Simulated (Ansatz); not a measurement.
# GaH3OSSi: how energies converge with the basis set

One table from this session's results is given with a row withheld; the runs are named, their logs left out.

Method: one geometry, several basis sets; program: Ansatz 0.2.0, Gaussian basis.

The runs, in order: PBE0-D4/def2-SVP; ωB97M-V/def2-SVP; PBE0-D4/def2-QZVPP; ωB97M-V/def2-QZVPP; the functionals' def2-TZVPP values are taken from earlier runs.

## The geometry

An earlier PBE0-D4 in a triple-zeta def2 set relaxation fixed the geometry.

SMILES `[O]1[SiH2][S][GaH]1`, 7 atoms, charge 0, spin multiplicity 1.

Atoms are counted from 1 here; the program's logs count them from 0.

Bond lengths: O1–Si2 1.647 Å, O1–Ga4 1.828 Å, Si2–S3 2.170 Å, Si2–H5 1.484 Å, Si2–H6 1.484 Å, S3–Ga4 2.204 Å, Ga4–H7 1.539 Å. Angles: Si2–O1–Ga4 96.9°, O1–Si2–S3 98.2°, O1–Si2–H5 113.0°, O1–Si2–H6 113.0°, S3–Si2–H5 111.3°, S3–Si2–H6 111.3°, H5–Si2–H6 109.6°, Si2–S3–Ga4 73.1°, O1–Ga4–S3 91.7°, O1–Ga4–H7 128.0°, S3–Ga4–H7 140.3°.

The first run:

in.yaml reads:

```yaml
crystal:
  periodic: [false, false, false]
  atoms:
    - {symbol: O, position_ang: [-1.130076, 0.213973, -0.251151]}
    - {symbol: Si, position_ang: [0.036739, 0.693285, 0.807978]}
    - {symbol: S, position_ang: [1.651031, -0.561973, 0.081262]}
    - {symbol: Ga, position_ang: [-0.108911, -0.987606, -1.176044]}
    - {symbol: H, position_ang: [0.376272, 2.132445, 0.684635]}
    - {symbol: H, position_ang: [-0.296572, 0.378619, 2.219211]}
    - {symbol: H, position_ang: [-0.528472, -1.868733, -2.365881]}
basis:
  gaussian: {orbitals: def2-SVP}
hamiltonian: {xc: pbe0, dispersion: d4}
output: {orbitals: {seedname: orbitals}}
```

Started as:

```sh
> ansatz run in.yaml --threads 2 --pin off --events-out ev --progress --plain --max-ram 4352MiB
```

Steps of the session up to this table: PBE0-D4 in def2-SVP; ωB97M-V in def2-SVP; PBE0-D4 in def2-QZVPP; ωB97M-V in def2-QZVPP.

One table of the session follows, with a row left open; its other results are not shown here.

It belongs to the step «Density functionals: the series». 

| functional | basis | HOMO (eV) |
| --- | --- | --- |
| PBE0-D4 | def2-SVP | -7.58 |
| PBE0-D4 | def2-TZVPP | ? |
| PBE0-D4 | def2-QZVPP | -7.66 |
| ωB97M-V | def2-SVP | -9.67 |
| ωB97M-V | def2-TZVPP | -9.78 |
| ωB97M-V | def2-QZVPP | -9.80 |

**Question.** Estimate the row for PBE0-D4, def2-TZVPP.

The run gave: HOMO (eV): -7.64. In the column «HOMO (eV)» it lies between PBE0-D4, def2-QZVPP (-7.66) and PBE0-D4, def2-SVP (-7.58).
